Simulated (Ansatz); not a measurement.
# Bi: the cost of one run

Program: Ansatz 0.2.0. Level of theory: DFT r2SCAN, scalar-relativistic, plane waves, PAW. These are calculated values, not measurements.

## (1) Starting point

The structure is tetragonal, space group I4/mmm (No. 139). Conventional cell: a = 3.608 Å, b = 3.608 Å, c = 5.489 Å, α = 90.00°, β = 90.00°, γ = 90.00°. Around Bi (site symmetry 4/mmm) lie 12 Bi at 3.61 to 3.75 Å.

Coordinates:

```
Bi
1.0
    -1.80384    1.80384    2.74427
     1.80384   -1.80384    2.74427
     1.80384    1.80384   -2.74427
Bi
1
Direct
  0.00000 0.00000 0.00000
```

This is candidate A: indium (bct) type (I4/mmm, No. 139).

(A quick probe on a coarse mesh, which set the mesh and smearing, is not shown.)

## (3) Coarse relaxation (candidate A)

input.yaml

```yaml
crystal:
  lattice:
    - [-1.8038354878, 1.8038354878, 2.7442725487]
    - [1.8038354878, -1.8038354878, 2.7442725487]
    - [1.8038354878, 1.8038354878, -2.7442725487]
  atoms:
    - { symbol: Bi, position: [0.0, 0.0, 0.0] }
basis:
  ecutwfc: 500
kpoints:
  mp_grid: { grid: [6, 6, 6] }
hamiltonian:
  xc: r2scan
scf:
  occupations: { method: gaussian, width: 0.1 }
  lower_state_search: "off"
output:
  forces: true
  stress: true
  eigenvalues: true
relax:
  adjacent_minimum: "off"
  f_tol: 0.04
  max_steps: 70
  cell: { stress_tol: 0.4 }
```

Q: Estimate wall time and peak memory on 1 thread of an x86-64 CPU, shared host.

About 11 s, with a peak of 0.48 GiB.
